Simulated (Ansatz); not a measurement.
Predict the output of the script below (Ansatz 0.2.0, Python API).

Script `agbe.py`:
```python
'''One geometry of AgBe, method by method.'''

from pathlib import Path

import ansatz as az
import numpy as np

geometry_ang = [
    ('Be', [0.0, 0.0, 0.0]),
    ('Ag', [0.0, 0.0, 2.295]),
]
agbe = az.Crystal.molecule()
for symbol, xyz in geometry_ang:
    agbe = agbe.atom(symbol, xyz)

calculation = agbe.calculation()
calculation = calculation.basis(gaussian='def2-SVP')
calculation = calculation.spin('collinear', total=1)

print('functional    E (Ha)        dipole (D)   HOMO (eV)  LUMO (eV)')
for name in ['b3lyp', 'lda', 'pbe0', 'hse06', 'r2scan', 'pbe']:
    data = calculation.functional(name).forces().orbitals().run(runs_dir='runs').report
    lines = Path(data['orbitals_path']).read_text().splitlines()
    field_of = lambda key: [line.split('=')[1].strip() for line in lines if line.startswith(key)]
    orbitals = [(27.211386 * float(e), s, float(n)) for e, s, n in zip(field_of('Ene='), field_of('Spin='), field_of('Occup='))]
    homo = max(e for e, _, n in orbitals if n > 0.5)
    lumo = min(e for e, _, n in orbitals if n < 0.5)
    dipole = 4.803205 * np.linalg.norm(data['charge_distribution']['dipole_moment_e_ang'])
    print(f'{name:10s} {data["free_energy_ev"] / 27.211386246:14.6f} {dipole:9.3f} {homo:11.3f} {lumo:10.3f}')
```

Running `python agbe.py` prints:
```text
functional    E (Ha)        dipole (D)   HOMO (eV)  LUMO (eV)
b3lyp         -161.686320     0.522      -4.793     -2.658
lda           -161.160287     0.054      -4.413     -3.445
pbe0          -161.591147     0.818      -4.882     -2.226
hse06         -161.589143     0.791      -4.510     -2.585
r2scan        -161.664425     0.629      -4.442     -2.613
pbe           -161.607820     0.397      -4.289     -3.081
```

Notes:
- Total energies depend on the basis set; only differences at equal settings carry meaning.
- The geometry is a force-field or estimated start, not a minimum of this method, and the basis set is short of its limit. A lower total doesn't mark the better method: functionals have no common bound, and MP2 and coupled cluster aren't variational.
- def2 sets replace the cores of elements past krypton by effective core potentials.
- The run takes the species as open-shell (spin multiplicity 2), which needn't be its ground state.
- b3lyp holds the VWN-RPA fit, as in Gaussian; the form of ORCA and Turbomole is b3lyp5.
- Levels such as HOMO and LUMO are orbital energies: with these approximate functionals they aren't the ionisation energy and electron affinity, and their gap isn't the fundamental gap.
- hse06 follows the composition of plane-wave codes, whose totals differ by tens of mHa, up to about 0.1 Ha, from the form usual in Gaussian-basis programs (wpbeh).
- The spin state was assumed, and another may lie lower.
- Wall time of the script: 12 s on 1 thread of Arm Neoverse V2, with other jobs on the host, peak memory 0.21 GiB.
